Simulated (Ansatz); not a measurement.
# CoSi: the cost of one run

Method: DFT PBE, scalar-relativistic, plane waves, PAW, in Ansatz 0.2.0.

The COD entry's cell or inner coordinates are ideal or old and differ from later refinements, so a difference from it is no clean test against experiment.

## (1) The starting structure

Symmetry: P2_13, No. 198, cubic system. The conventional cell has a = 4.431 Å, b = 4.431 Å, c = 4.431 Å, α = 90.00°, β = 90.00°, γ = 90.00°. Co (site symmetry 3) is surrounded by 7 Si at 2.32 to 2.43 Å. Around Si (site symmetry 3) lie 7 Co at 2.32 to 2.43 Å.

Coordinates:

```cif
data_structure
_symmetry_space_group_name_H-M 'P 1'
_symmetry_Int_Tables_number 1
_cell_length_a 4.4308
_cell_length_b 4.4308
_cell_length_c 4.4308
_cell_angle_alpha 90.000
_cell_angle_beta 90.000
_cell_angle_gamma 90.000
_cell_volume 86.99
loop_
_atom_site_label
_atom_site_type_symbol
_atom_site_fract_x
_atom_site_fract_y
_atom_site_fract_z
_atom_site_occupancy
Co1 Co 0.14503 0.14503 0.14503 1
Co2 Co 0.35497 0.85497 0.64503 1
Co3 Co 0.64503 0.35497 0.85497 1
Co4 Co 0.85497 0.64503 0.35497 1
Si1 Si 0.84317 0.84317 0.84317 1
Si2 Si 0.65683 0.15683 0.34317 1
Si3 Si 0.34317 0.65683 0.15683 1
Si4 Si 0.15683 0.34317 0.65683 1
```

## (2) Bands and density of states at the final cell

The input, input.yaml:

```yaml
crystal:
  lattice:
    - [4.4307937177, 0.0, 0.0]
    - [0.0, 4.4307937177, 0.0]
    - [0.0, 0.0, 4.4307937177]
  atoms:
    - { symbol: Co, position: [0.1450289809, 0.1450289809, 0.1450289809] }
    - { symbol: Co, position: [0.3549710191, 0.8549710191, 0.6450289809] }
    - { symbol: Co, position: [0.6450289809, 0.3549710191, 0.8549710191] }
    - { symbol: Co, position: [0.8549710191, 0.6450289809, 0.3549710191] }
    - { symbol: Si, position: [0.8431659221, 0.8431659221, 0.8431659221] }
    - { symbol: Si, position: [0.6568340779, 0.1568340779, 0.3431659221] }
    - { symbol: Si, position: [0.3431659221, 0.6568340779, 0.1568340779] }
    - { symbol: Si, position: [0.1568340779, 0.3431659221, 0.6568340779] }
basis:
  ecutwfc: 420
  ecutrho_ratio: 4
kpoints:
  mp_grid: { grid: [8, 8, 8] }
  band_path:
    path:
      - [[0.0, 0.0, 0.0], [0.0, 0.5, 0.0], [0.5, 0.5, 0.0], [0.0, 0.0, 0.0], [0.5, 0.5, 0.5], [0.0, 0.5, 0.0]]
      - [[0.5, 0.5, 0.5], [0.5, 0.5, 0.0], [0.5, 0.0, 0.0]]
    npoints: 14
hamiltonian:
  xc: pbe
scf:
  occupations: { method: gaussian, width: 0.05 }
  n_extra_bands: 28
output:
  forces: true
  stress: true
  eigenvalues: true
  populations: true
  dos: { projected: true, de: 0.02, nscf_kmesh: { grid: [12, 12, 12] } }
  bader: true
```

Started as:

```console
> ansatz run input.yaml --threads 4 --pin off --max-ram 10240MiB --backend cpu --events-out ev --progress --plain --runs-dir out
```

What time and memory should one allow on 4 threads of Arm Neoverse V2, shared host?

About 67 s, with a peak of 0.77 GiB.
